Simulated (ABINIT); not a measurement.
InSb3: band structure with PBE

InSb3:

```
Sb In
1.0
     4.80637    0.00000    0.00000
     0.00000    4.80637    0.00000
     0.00000    0.00000    4.80637
Sb In
3 1
Direct
  0.50000 0.50000 0.00000
  0.00000 0.50000 0.50000
  0.50000 0.00000 0.50000
  0.00000 0.00000 0.00000
```

The cell comes from a database or a generator and needn't be the stable form of this composition.

| Property | Result |
| --- | --- |
| Program | ABINIT 10.8.3 (patched build) |
| Task | band structure |
| Functional | PBE |
| Potentials or basis | JTH PAW PBE v2.0 |
| Cutoff | 599 eV |
| k mesh | 6 × 6 × 6 |
| Occupations | fermi-dirac, width 0.05 eV |
| Spin | no spin polarisation |
| Fine-grid cutoff | 1197.3 eV |

- Pressure: 0.2 GPa
- Band gap on the k mesh: none (metal or under the smearing width)
- Valence electrons inside the program's atomic spheres: Sb 12.37; In 11.09

Levels at the corners of the path, in eV from the Fermi level:
| point | band 27 | band 28 | band 29 | band 30 | band 31 | band 32 |
| --- | --- | --- | --- | --- | --- | --- |
| Γ | -3.59 | 0.42 | 0.42 | 0.42 | 1.72 | 1.72 |
| X | -2.11 | -2.11 | -1.12 | -0.84 | 1.98 | 2.15 |
| M | -1.65 | -1.34 | -1.12 | -1.12 | -0.47 | 1.04 |
| Γ | -3.59 | 0.42 | 0.42 | 0.42 | 1.72 | 1.72 |
| R | -4.99 | -4.79 | 3.49 | 3.49 | 3.54 | 3.54 |
| X | -2.11 | -2.11 | -1.12 | -0.84 | 1.98 | 2.15 |

Wall time 4.2 min on 1 thread of Arm Neoverse V1, on a shared host, peak memory 0.25 GiB.

Caveat: spin-orbit coupling is left out, which moves the levels of the heavy elements.
